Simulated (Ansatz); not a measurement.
## YAu, space group Pm-3m: the levels without and with spin-orbit coupling, step by step

Computed with the Ansatz DFT code, driven from Python.

`POSCAR`
```text
YAu
1.0
   3.55900000    0.00000000    0.00000000
   0.00000000    3.55900000    0.00000000
   0.00000000    0.00000000    3.55900000
Y Au
1 1
Direct
   0.50000000    0.50000000    0.50000000
   0.00000000    0.00000000    0.00000000
```

Run as a notebook:

In [1]:
```python
import ansatz as az
from ase.io import read
```

In [2]:
```python
atoms = read("POSCAR", format="vasp")
xtal = az.Crystal.from_ase(atoms)
```

In [3]:
```python
xtal.resolved().sites[-1]
```
Out [3]:
```text
Site(symbol='Au', position=(0.0, 0.0, 0.0), moment=None, axis=None, held=None, saved=None)
```

In [4]:
```python
job = (
    xtal.calculation()
    .functional(az.Functional.PBESOL)
    .basis(550)
    .kpoints(spacing=0.2)
    .occupations("Marzari-Vanderbilt", width=0.1)
    .band_table()
)
for label, variant in (("scalar-relativistic", job), ("spin-orbit", job.spin(soc=True))):
    summary = variant.run(threads=1, pin="off").report
    zero = summary["band_edges_ev"][0] if summary.get("band_edges_ev") else summary["fermi_energy_ev"]
    near = [round(e - zero, 3) for e in summary["eigenvalues_ev"][0] if abs(e - zero) < 4]
    print(label)
    print("  band edges (eV):", [round(e, 3) for e in summary.get("band_edges_ev") or []] or "none reported")
    print("  levels at k =", summary["kpoints_frac"][0], "within 4 eV of the zero:", near)
```
```text
scalar-relativistic
  band edges (eV): none reported
  levels at k = [0.0, 0.0, 0.0] within 4 eV of the zero: [0.966, 0.966]
spin-orbit
  band edges (eV): none reported
  levels at k = [0.0, 0.0, 0.0] within 4 eV of the zero: [-3.769, -3.769, 0.992, 0.992, 0.992, 0.992]
```

What to keep in mind:
- The computed bands are complete only to about 2.4 eV above the Fermi level.
- The structure is a deposited one; some such entries were measured under pressure or heat, so a shift against it needn't be the functional's error alone.
- Levels are Kohn-Sham eigenvalues on this mesh.
- With spin-orbit coupling each level holds one electron and, with inversion or at time-reversal points, comes in pairs; a window in energy can cut a split set.
- Run time: 19 s on 1 thread of Arm Neoverse V2, on a shared host, peak memory 0.64 GiB.
